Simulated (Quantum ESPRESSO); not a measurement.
# GaF (Pm-3m) in Quantum ESPRESSO: further runs, part 3 of 3

Quantum ESPRESSO 7.5. Earlier steps stand in the parts before.

## 4. Phonons, PBE, target pressure 10 GPa, at which the enthalpy is minimised

pw.in reads:

```
&CONTROL
  calculation = 'scf'
  prefix = 'pwscf'
  outdir = './tmp'
  pseudo_dir = './pseudo'
  tprnfor = .true.
  tstress = .true.
  disk_io = 'low'
/
&SYSTEM
  ibrav = 0
  nat = 2
  ntyp = 2
  ecutwfc = 56
  ecutrho = 448
  nbnd = 20
  occupations = 'smearing'
  smearing = 'fd'
  degauss = 0.00367493
/
&ELECTRONS
  conv_thr = 4d-10
  electron_maxstep = 120
  mixing_beta = 0.5
/
ATOMIC_SPECIES
Ga    69.7230 ga_pbe_v1.4.uspp.F.UPF
F     18.9984 f_pbe_v1.4.uspp.F.UPF
CELL_PARAMETERS angstrom
   3.1659200000    0.0000000000    0.0000000000
   0.0000000000    3.1659200000    0.0000000000
   0.0000000000    0.0000000000    3.1659200000
ATOMIC_POSITIONS angstrom
Ga     0.0000000000    0.0000000000    0.0000000000
F      1.5829600000    1.5829600000    1.5829600000
K_POINTS automatic
6 6 6 1 1 1
```

relax.in reads:

```
&CONTROL
  calculation = 'vc-relax'
  prefix = 'pwscf'
  outdir = './tmp'
  pseudo_dir = './pseudo'
  tprnfor = .true.
  tstress = .true.
  disk_io = 'low'
  nstep = 40
  forc_conv_thr = 0.0001
  etot_conv_thr = 1d-06
/
&SYSTEM
  ibrav = 0
  nat = 2
  ntyp = 2
  ecutwfc = 56
  ecutrho = 448
  nbnd = 20
  occupations = 'smearing'
  smearing = 'fd'
  degauss = 0.00367493
/
&ELECTRONS
  conv_thr = 4d-10
  electron_maxstep = 120
  mixing_beta = 0.5
/
&IONS
  ion_dynamics = 'bfgs'
/
&CELL
  cell_dynamics = 'bfgs'
  press = 100
  press_conv_thr = 0.2
/
ATOMIC_SPECIES
Ga    69.7230 ga_pbe_v1.4.uspp.F.UPF
F     18.9984 f_pbe_v1.4.uspp.F.UPF
CELL_PARAMETERS angstrom
   3.1659200000    0.0000000000    0.0000000000
   0.0000000000    3.1659200000    0.0000000000
   0.0000000000    0.0000000000    3.1659200000
ATOMIC_POSITIONS angstrom
Ga     0.0000000000    0.0000000000    0.0000000000
F      1.5829600000    1.5829600000    1.5829600000
K_POINTS automatic
6 6 6 1 1 1
```

scf2.in reads:

```
&CONTROL
  calculation = 'scf'
  prefix = 'pwscf'
  outdir = './tmp'
  pseudo_dir = './pseudo'
  tprnfor = .true.
  tstress = .true.
  disk_io = 'low'
/
&SYSTEM
  ibrav = 0
  nat = 2
  ntyp = 2
  ecutwfc = 56
  ecutrho = 448
  nbnd = 20
  occupations = 'fixed'
/
&ELECTRONS
  conv_thr = 1d-13
  electron_maxstep = 120
  mixing_beta = 0.5
  startingpot = 'file'
  startingwfc = 'file'
/
ATOMIC_SPECIES
Ga    69.7230 ga_pbe_v1.4.uspp.F.UPF
F     18.9984 f_pbe_v1.4.uspp.F.UPF
CELL_PARAMETERS angstrom
   3.0019277880    0.0000000000    0.0000000000
   0.0000000000    3.0019277880    0.0000000000
   0.0000000000    0.0000000000    3.0019277880
ATOMIC_POSITIONS angstrom
Ga     0.0000000000    0.0000000000    0.0000000000
F      1.5009638940    1.5009638940    1.5009638940
K_POINTS automatic
6 6 6 1 1 1
```

ph.in reads:

```
phonons of GaF
&INPUTPH
  prefix = 'pwscf'
  outdir = './tmp'
  tr2_ph = 1d-18
  fildyn = 'dyn'
  niter_ph = 90
  alpha_mix(1) = 0.7
  epsil = .true.
/
0.0000000000 0.0000000000 0.0000000000
```

dynmat.in reads:

```
&INPUT
  fildyn = 'dyn'
  asr = 'crystal'
  lperm = .true.
  filout = 'dynmat.disp'
  fileig = 'dynmat.eig'
/
```

dynmat_lo.in reads:

```
&INPUT
  fildyn = 'dyn'
  asr = 'crystal'
  filout = 'dynmat_lo.disp'
  fileig = 'dynmat_lo.eig'
  q(1) = 0
  q(2) = 0
  q(3) = 1
/
```

Potentials or basis: GBRV 1.5 PBE.

Command:

```sh
OMP_NUM_THREADS=1 pw.x -in pw.in > pw.out
OMP_NUM_THREADS=1 pw.x -in relax.in > relax.out
OMP_NUM_THREADS=1 pw.x -in scf2.in > scf2.out
OMP_NUM_THREADS=1 ph.x -in ph.in > ph.out
OMP_NUM_THREADS=1 dynmat.x -in dynmat.in > dynmat.out
OMP_NUM_THREADS=1 dynmat.x -in dynmat_lo.in > dynmat_lo.out
```

pw.out:

```text
This program is part of the open-source Quantum ESPRESSO suite
     for quantum simulation of materials; please cite
[... 9 lines left out ...]
     --------------------
     sticks:   dense  smooth     PW     G-vecs:    dense   smooth      PW
     Sum        1281     641    193                34457    12149    2007

     Using Slab Decomposition

     bravais-lattice index     =            0
     lattice parameter (alat)  =       5.9827  a.u.
     unit-cell volume          =     214.1393 (a.u.)^3
     number of atoms/cell      =            2
     number of atomic types    =            2
     number of electrons       =        26.00
     number of Kohn-Sham states=           20
     kinetic-energy cutoff     =      56.0000  Ry
     charge density cutoff     =     448.0000  Ry
     scf convergence threshold =      4.0E-10
     mixing beta               =       0.5000
     number of iterations used =            8  plain     mixing
     Exchange-correlation=  SLA  PW   PBX  PBC
                           (   1   4   3   4   0   0   0)

     celldm(1)=   5.982722  celldm(2)=   0.000000  celldm(3)=   0.000000
     celldm(4)=   0.000000  celldm(5)=   0.000000  celldm(6)=   0.000000

     crystal axes: (cart. coord. in units of alat)
               a(1) = (   1.000000   0.000000   0.000000 )
               a(2) = (   0.000000   1.000000   0.000000 )
               a(3) = (   0.000000   0.000000   1.000000 )

     reciprocal axes: (cart. coord. in units 2 pi/alat)
               b(1) = (  1.000000  0.000000  0.000000 )
               b(2) = (  0.000000  1.000000  0.000000 )
               b(3) = (  0.000000  0.000000  1.000000 )

     PseudoPot. # 1 for Ga read from file:
     ga_pbe_v1.4.uspp.F.UPF
     Pseudo is Ultrasoft + core correction, Zval = 19.0
     Generated by new atomic code, or converted to UPF format
     Using radial grid of  871 points,  6 beta functions with:
                l(1) =   0
                l(2) =   0
                l(3) =   1
                l(4) =   1
                l(5) =   2
                l(6) =   2
     Q(r) pseudized with  8 coefficients,  rinner =    1.250   1.250   1.250
                                                       1.250   1.250

     PseudoPot. # 2 for F  read from file:
     f_pbe_v1.4.uspp.F.UPF
     Pseudo is Ultrasoft, Zval =  7.0
     Generated by new atomic code, or converted to UPF format
     Using radial grid of  799 points,  4 beta functions with:
                l(1) =   0
                l(2) =   0
                l(3) =   1
                l(4) =   1
     Q(r) pseudized with  8 coefficients,  rinner =    0.950   0.950   0.950

     atomic species   valence    mass     pseudopotential
     Ga               19.00    69.72300     Ga( 1.00)
     F                 7.00    18.99840     F ( 1.00)

     48 Sym. Ops., with inversion, found

   Cartesian axes

     site n.     atom                  positions (alat units)
         1        Ga     tau(   1) = (   0.0000000   0.0000000   0.0000000  )
         2        F      tau(   2) = (   0.5000000   0.5000000   0.5000000  )

     number of k points=    10  Fermi-Dirac smearing, width (Ry)=  0.0037
                       cart. coord. in units 2pi/alat
        k(    1) = (   0.0833333   0.0833333   0.0833333), wk =   0.0740741
        k(    2) = (   0.0833333   0.0833333   0.2500000), wk =   0.2222222
        k(    3) = (   0.0833333   0.0833333   0.4166667), wk =   0.2222222
        k(    4) = (   0.0833333   0.2500000   0.2500000), wk =   0.2222222
        k(    5) = (   0.0833333   0.2500000   0.4166667), wk =   0.4444444
        k(    6) = (   0.0833333   0.4166667   0.4166667), wk =   0.2222222
        k(    7) = (   0.2500000   0.2500000   0.2500000), wk =   0.0740741
        k(    8) = (   0.2500000   0.2500000   0.4166667), wk =   0.2222222
        k(    9) = (   0.2500000   0.4166667   0.4166667), wk =   0.2222222
        k(   10) = (   0.4166667   0.4166667   0.4166667), wk =   0.0740741

     Dense  grid:    34457 G-vectors     FFT dimensions: (  45,  45,  45)

     Smooth grid:    12149 G-vectors     FFT dimensions: (  30,  30,  30)

     Check: negative core charge=   -0.000001

     Initial potential from superposition of free atoms

     starting charge      25.0000, renormalised to      26.0000
     Starting wfcs are   16 randomized atomic wfcs +    4 random wfcs

     Self-consistent Calculation

     iteration #  1     ecut=    56.00 Ry     beta= 0.50
     Davidson diagonalization with overlap
     ethr =  1.00E-02,  avg # of iterations =  5.2

     total energy              =    -462.49570251 Ry
     estimated scf accuracy    <       3.46144849 Ry

     iteration #  2     ecut=    56.00 Ry     beta= 0.50
     Davidson diagonalization with overlap
     ethr =  1.00E-02,  avg # of iterations =  2.0

     total energy              =    -463.85977987 Ry
     estimated scf accuracy    <       0.85866899 Ry

     iteration #  3     ecut=    56.00 Ry     beta= 0.50
     Davidson diagonalization with overlap
     ethr =  3.30E-03,  avg # of iterations =  2.0

     total energy              =    -463.99510191 Ry
     estimated scf accuracy    <       0.08863150 Ry

     iteration #  4     ecut=    56.00 Ry     beta= 0.50
     Davidson diagonalization with overlap
     ethr =  3.41E-04,  avg # of iterations =  1.8

     total energy              =    -463.99904408 Ry
     estimated scf accuracy    <       0.01041414 Ry

     iteration #  5     ecut=    56.00 Ry     beta= 0.50
     Davidson diagonalization with overlap
     ethr =  4.01E-05,  avg # of iterations =  2.8

     total energy              =    -464.00198861 Ry
     estimated scf accuracy    <       0.00205436 Ry

     iteration #  6     ecut=    56.00 Ry     beta= 0.50
     Davidson diagonalization with overlap
     ethr =  7.90E-06,  avg # of iterations =  2.0

     total energy              =    -464.00237722 Ry
     estimated scf accuracy    <       0.00002600 Ry

     iteration #  7     ecut=    56.00 Ry     beta= 0.50
     Davidson diagonalization with overlap
     ethr =  1.00E-07,  avg # of iterations =  4.0

     total energy              =    -464.00238925 Ry
     estimated scf accuracy    <       0.00000947 Ry

     iteration #  8     ecut=    56.00 Ry     beta= 0.50
     Davidson diagonalization with overlap
     ethr =  3.64E-08,  avg # of iterations =  2.0

     total energy              =    -464.00239142 Ry
     estimated scf accuracy    <       0.00000004 Ry

     iteration #  9     ecut=    56.00 Ry     beta= 0.50
     Davidson diagonalization with overlap
     ethr =  1.45E-10,  avg # of iterations =  2.3

     total energy              =    -464.00239146 Ry
     estimated scf accuracy    <       0.00000002 Ry

     iteration # 10     ecut=    56.00 Ry     beta= 0.50
     Davidson diagonalization with overlap
     ethr =  8.85E-11,  avg # of iterations =  1.9

     End of self-consistent calculation

          k = 0.0833 0.0833 0.0833 (  1494 PWs)   bands (ev):

   -87.2125 -87.2125 -87.2125 -15.5380  -7.6321  -7.6321  -7.4856  -7.4849
    -7.4849   0.4868   3.1545   3.1545   3.6935  13.7425  13.7425  14.2497
    18.2438  18.2438  24.3970  26.4334

          k = 0.0833 0.0833 0.2500 (  1507 PWs)   bands (ev):

   -87.2128 -87.2125 -87.2125 -15.4770  -7.6280  -7.5803  -7.5063  -7.5038
    -7.4831   0.2907   3.0691   3.2849   4.3842  10.6269  13.9079  14.4620
    18.7755  21.2923  23.4288  24.3049

          k = 0.0833 0.0833 0.4167 (  1513 PWs)   bands (ev):

   -87.2130 -87.2125 -87.2125 -15.4149  -7.6239  -7.5300  -7.5275  -7.5218
    -7.4811   0.0532   3.2263   3.4194   5.4191   8.0181  14.0818  14.8410
    19.7975  21.2989  22.8395  23.4806

          k = 0.0833 0.2500 0.2500 (  1516 PWs)   bands (ev):

   -87.2128 -87.2128 -87.2125 -15.4237  -7.6017  -7.5478  -7.5211  -7.5026
    -7.5014   0.5271   2.5552   3.3366   4.9283  10.8410  11.2921  14.6462
    19.9880  21.3477  23.1711  24.6728

          k = 0.0833 0.2500 0.4167 (  1521 PWs)   bands (ev):

   -87.2130 -87.2127 -87.2125 -15.3695  -7.5919  -7.5376  -7.5196  -7.5020
    -7.4970   0.6341   2.4918   3.4433   5.2781   8.9127  11.6296  15.1715
    18.6628  21.9259  22.5605  24.7567

          k = 0.0833 0.4167 0.4167 (  1531 PWs)   bands (ev):

   -87.2130 -87.2130 -87.2124 -15.3233  -7.5740  -7.5465  -7.5184  -7.5182
    -7.4549   1.4792   1.9538   3.5069   4.5865   9.8739  10.1892  15.8668
    16.6605  22.3061  22.6353  23.3405

          k = 0.2500 0.2500 0.2500 (  1520 PWs)   bands (ev):

   -87.2128 -87.2128 -87.2127 -15.3745  -7.5458  -7.5458  -7.5258  -7.5258
    -7.5115   0.8734   2.7832   2.7832   5.1571  11.1809  11.1809  12.1909
    20.6908  20.6908  22.0976  25.3139

          k = 0.2500 0.2500 0.4167 (  1509 PWs)   bands (ev):

   -87.2130 -87.2127 -87.2127 -15.3245  -7.5535  -7.5403  -7.5321  -7.5225
    -7.4869   1.1731   2.5474   3.0287   5.2864   9.4007  11.0342  13.0386
    19.3055  19.3093  21.7164  26.3913

          k = 0.2500 0.4167 0.4167 (  1516 PWs)   bands (ev):

   -87.2130 -87.2130 -87.2127 -15.2789  -7.5646  -7.5492  -7.5427  -7.5128
    -7.4534   1.9099   2.2829   3.0582   5.0719   9.7318   9.7997  12.6890
    17.5734  19.9728  20.0148  28.1826

          k = 0.4167 0.4167 0.4167 (  1523 PWs)   bands (ev):

   -87.2130 -87.2130 -87.2130 -15.2338  -7.5793  -7.5793  -7.5705  -7.4519
    -7.4519   2.4282   2.6568   2.6568   5.8166   9.3340   9.3340  10.4000
    18.4889  18.7890  18.7890  27.8476

     the Fermi energy is     6.8585 ev

!    total energy              =    -464.00239146 Ry
     estimated scf accuracy    <          8.9E-12 Ry
     smearing contrib. (-TS)   =      -0.00000000 Ry
     internal energy E=F+TS    =    -464.00239146 Ry

     The total energy is F=E-TS. E is the sum of the following terms:
     one-electron contribution =    -373.38049737 Ry
     hartree contribution      =     197.21017383 Ry
     xc contribution           =     -57.73496559 Ry
     ewald contribution        =    -230.09710232 Ry

     convergence has been achieved in  10 iterations

     Forces acting on atoms (cartesian axes, Ry/au):

     atom    1 type  1   force =     0.00000000    0.00000000    0.00000000
     atom    2 type  2   force =     0.00000000    0.00000000    0.00000000

     Total force =     0.000000     Total SCF correction =     0.000000

     Computing stress (Cartesian axis) and pressure

          total   stress  (Ry/bohr**3)                   (kbar)     P=       -2.16
  -0.00001468   0.00000000   0.00000000           -2.16        0.00        0.00
   0.00000000  -0.00001468   0.00000000            0.00       -2.16        0.00
   0.00000000   0.00000000  -0.00001468            0.00        0.00       -2.16

=------------------------------------------------------------------------------=
   JOB DONE.
=------------------------------------------------------------------------------=
```

It took 2.1 min on 1 thread of Intel Xeon Platinum 8488C (Sapphire Rapids), shared host; peak memory 0.17 GiB.

What came out:

| Property | Result |
| --- | --- |
| Free energy | -6312.9487 eV |
| Relaxed volume | 13.53 Å³/atom |
| Relaxed cell | a = 3.002 Å, b = 3.002 Å, c = 3.002 Å, α = 90.00°, β = 90.00°, γ = 90.00° |
| Space group after relaxing (to 0.05 Å) | Pm-3m (No. 221) |
| Pressure after relaxing | 10.1 GPa |
| Electronic dielectric tensor (diagonal) | 7.40 |
| Born charges (mean of the diagonal) | Ga +2.63; F -2.49 e |
| Highest phonon frequency at Γ, LO-TO splitting left out | -1 cm⁻¹ |
| Most unstable mode | 102i cm⁻¹ |

Step by step:
```csv
step,energy change (eV),largest force (eV/Å),pressure (GPa),volume (Å³)
1,0.0000,0.0000,-0.22,31.73
2,0.0105,0.0000,2.40,30.11
3,0.0818,0.0000,7.79,27.78
4,0.1302,0.0000,10.43,26.92
5,0.1216,0.0000,9.98,27.06
6,0.1219,0.0000,10.00,27.05
```

Final structure:
```
Ga F
1.0
     3.00193    0.00000    0.00000
     0.00000    3.00193    0.00000
     0.00000    0.00000    3.00193
Ga F
1 1
Direct
  0.00000 0.00000 0.00000
  0.50000 0.50000 0.50000
```

Phonon frequencies in cm⁻¹ (negative: imaginary):
| q point | frequencies |
| --- | --- |
| (0.000, 0.000, 0.000) | -102 -102 -102 -1 -1 -1 |

Electronic dielectric tensor:
```
7.40 0.00 0.00
0.00 7.40 0.00
0.00 0.00 7.40
```

Born effective charge tensors (e):
atom 1, Ga
```
2.63 0.00 0.00
0.00 2.63 0.00
0.00 0.00 2.63
```
atom 2, F
```
-2.49  0.00  0.00
 0.00 -2.49  0.00
 0.00  0.00 -2.49
```

Optical modes at Γ, degenerate ones joined, polar ones without the macroscopic field:
| cm⁻¹ | components | symmetry | active in | IR intensity, summed ((D/Å)²/amu) |
| --- | --- | --- | --- | --- |
| 102i | 3 | T1u | IR | 30.34 |

Zone-centre frequencies without and with the macroscopic field along z (cm⁻¹):
```
                optical modes in rising order
       without                 102i 102i 102i
with the field                  102i 102i 312
```

Caveat: the mesh is thin for the dielectric tensor, Born charges and intensities, which usually come out too large; some modes are imaginary; the cell is more than 3 GPa from zero pressure, which shifts response properties; the Born charges break their sum rule by 0.15 e, a sign of too thin a mesh.

## 5. Summary

| cell | pressure (GPa) |
| --- | --- |
| relaxed | 0.0 |
| relaxed to 5 GPa | 5.1 |
| relaxed to 10 GPa | 10.1 |

Alike in all rows: task phonons; level PBE; potentials or basis GBRV 1.5 PBE; no spin polarisation; k mesh 6 × 6 × 6, shifted; cutoff (eV) 762; smearing fermi-dirac 0.05 eV.

Caveats: some modes are imaginary; the cell is more than 3 GPa from zero pressure, which shifts response properties (some runs).

Absolute energies hang on the potentials; compare differences alone.
